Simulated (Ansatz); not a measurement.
# C2H5ClOSi: the cost of one run

Program: Ansatz 0.2.0 through its Python package. Level of theory: B3LYP/cc-pVDZ. These are calculated values, not measurements.

## Step 1: Starting point

Bond lengths: C1–C2 1.279 Å, C2–Cl3 1.708 Å, C2–O4 1.371 Å, O4–Si5 1.621 Å, C1–H6 1.115 Å, C1–H7 1.102 Å, Si5–H8 1.449 Å, Si5–H9 1.514 Å, Si5–H10 1.475 Å. Angles: C1–C2–Cl3 116.3°, C1–C2–O4 121.9°, Cl3–C2–O4 121.8°, C2–C1–H6 125.8°, C2–C1–H7 121.5°, H6–C1–H7 112.4°, C2–O4–Si5 129.9°, O4–Si5–H8 112.3°, O4–Si5–H9 108.0°, O4–Si5–H10 108.0°, H8–Si5–H9 110.5°, H8–Si5–H10 108.9°, H9–Si5–H10 109.0°.

The script holds or builds the structure itself.

## Step 2: The code

The input, run_torsion.py:

```python
import ansatz as az
from ase import Atoms


def main() -> None:
    atoms = Atoms(["C", "C", "Cl", "O", "Si", "H", "H", "H", "H", "H"], positions=[
        [-1.2758, 1.2651, 1.0088],
        [-0.258, 0.6146, 0.5893],
        [1.22, 0.9272, 1.3864],
        [-0.3467, -0.2808, -0.4455],
        [0.7888, -1.2402, -1.0909],
        [-1.2671, 2.0535, 1.7977],
        [-2.2629, 1.1601, 0.5307],
        [0.2701, -2.0613, -2.1668],
        [1.3516, -2.1085, 0.015],
        [1.8632, -0.3808, -1.6218],
    ])

    first = (
        az.Crystal.molecule_from_ase(atoms).calculation()
        .basis(gaussian="cc-pVDZ")
        .functional("B3LYP")
        .relax(force_tolerance=0.02, max_steps=80)
    )
    atoms.positions = first.run(threads=1).report["positions_ang"]

    start = atoms.get_dihedral(4, 3, 1, 0)
    energies = {}
    for turn in range(0, 360, 40):
        turned = atoms.copy()
        turned.set_dihedral(4, 3, 1, 0, start + turn, indices=[0, 1, 2, 5, 6])
        model = (
            az.Crystal.molecule_from_ase(turned).calculation()
            .basis(gaussian="cc-pVDZ")
            .functional("B3LYP")
        )
        energies[round((start + turn) % 360)] = model.run(threads=1).report["free_energy_ev"]
    floor = min(energies.values())
    print("dihedral Si4-O3-C1-C0 (deg)   E - E(min) (kcal/mol)")
    for angle, e in sorted(energies.items()):
        print(f"{angle:8d} {23.060548 * (e - floor):14.3f}  " + "#" * int(30 * (e - floor) / max(max(energies.values()) - floor, 1e-9)))


if __name__ == "__main__":
    main()
```

## Step 3: What the engine is handed

The engine receives this input (first run):

```yaml
crystal:
  periodic: [false, false, false]
  atoms:
    - { symbol: C, position_ang: [-1.2758, 1.2651, 1.0088] }
    - { symbol: C, position_ang: [-0.258, 0.6146, 0.5893] }
    - { symbol: Cl, position_ang: [1.22, 0.9272, 1.3864] }
    - { symbol: O, position_ang: [-0.3467, -0.2808, -0.4455] }
    - { symbol: Si, position_ang: [0.7888, -1.2402, -1.0909] }
    - { symbol: H, position_ang: [-1.2671, 2.0535, 1.7977] }
    - { symbol: H, position_ang: [-2.2629, 1.1601, 0.5307] }
    - { symbol: H, position_ang: [0.2701, -2.0613, -2.1668] }
    - { symbol: H, position_ang: [1.3516, -2.1085, 0.015] }
    - { symbol: H, position_ang: [1.8632, -0.3808, -1.6218] }
basis:
  gaussian:
    orbitals: cc-pVDZ
hamiltonian:
  xc: b3lyp
relax:
  f_tol: 0.02
  max_steps: 80
```

## Step 4: Running it

Launch:

```console
$ python run_torsion.py
```

What time and memory should one allow on 1 thread of Arm Neoverse V2, shared host?

About 68 s, with a peak of 0.3 GiB.
